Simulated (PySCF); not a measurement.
**A diatomic session: LiTl**

One job finds the state of LiTl, follows it along the bond with each method and fits the curves.

Method: Li aug-cc-pVDZ, Tl aug-cc-pVDZ-PP with ECP60, scalar-relativistic core potentials; program: PySCF 2.14.0.

### Step 1. Input

A driver script around PySCF takes these settings:

```yaml
atoms: Li, Tl
charge: 0
basis: Li aug-cc-pVDZ, Tl aug-cc-pVDZ-PP with ECP60
Hamiltonian: scalar-relativistic core potentials
basis_functions: 55
electrons_treated: 24
masses_in_u: 7.0160, 204.9744
levels: PBE0, PBE, r²SCAN, M06-L, MN15, TPSSh, HSE06, HF, MP2, SCS-MP2, CCSD, CCSD(T)
grid: 80 radial by 434 angular points
occupations: held fixed by the projection of orbital angular momentum
dissociation_limit: Li + Tl, each in its ground configuration
starting_distance_in_angstrom: 2.715
values_of_2S_to_try: 0, 2
```

Command:

```bash
$ OMP_NUM_THREADS=1 python dia.py task.json out
```

After this run come: First curve: PBE0; Excited determinants; PBE; r²SCAN (meta-GGA); M06-L (meta-GGA); MN15 (hybrid meta-GGA); TPSSh; HSE06 (range-separated hybrid); RHF; Correlated methods on the Hartree–Fock reference.

**Question.** What will these runs give? Wanted: for each run, Re; ωe; De; μ.

The runs gave:

Lowest PBE0 solution found, without spin–orbit coupling: ¹Σ⁺ (singlet), closed shell. State 2 has its PBE0 minimum 0.22 eV higher. State 3 has its PBE0 minimum 0.49 eV higher, as a spin-mixed determinant (⟨S²⟩ = 1.00), so this is no gap between pure states. State 4 has its PBE0 minimum 0.83 eV higher. The other levels ran on the lowest alone.

| level | Re (Å) | ωe (cm⁻¹) | De (eV) | μ (D) |
| --- | --- | --- | --- | --- |
| RHF | 3.080 | 253.8 | 0.085 | -2.13 |
| RHF-MP2 | 3.015 | 265.2 | 0.74 | n/a |
| RHF-SCS-MP2 | 3.036 | 259.0 | 0.77 | n/a |
| RHF-CCSD | 3.020 | 256.6 | 0.90 | n/a |
| RHF-CCSD(T) | 3.015 | 255.0 | 0.95 | n/a |
| PBE | 3.049 | 244.7 | 0.96 | -0.88 |
| r²SCAN | 3.031 | 253.0 | 0.82 | -1.44 |
| M06-L | 3.079 | 246.6 | 1.17 | -1.74 |
| TPSSh | 3.050 | 247.6 | 0.97 | -1.05 |
| PBE0 | 3.029 | 255.2 | 0.87 | -1.35 |
| HSE06 | 3.031 | 254.2 | 0.90 | -1.38 |
| MN15 | 2.934 | 285.1 | 1.22 | -2.17 |

De is counted to Li + Tl in their ground configurations. A positive dipole means Li(−)Tl(+).

In words: The methods spread over 0.147 Å in bond length, from MN15 to RHF. CCSD(T) can't serve as the judge here: for a weak bond in this basis it is far from its limit. Of the levels with a De here, RHF gives the least (0.085 eV) and MN15 the most (1.22 eV).

Correlated steps freeze 4 core orbitals. These are scalar-relativistic numbers at best; spin–orbit coupling would shift them, the dissociation energy most.
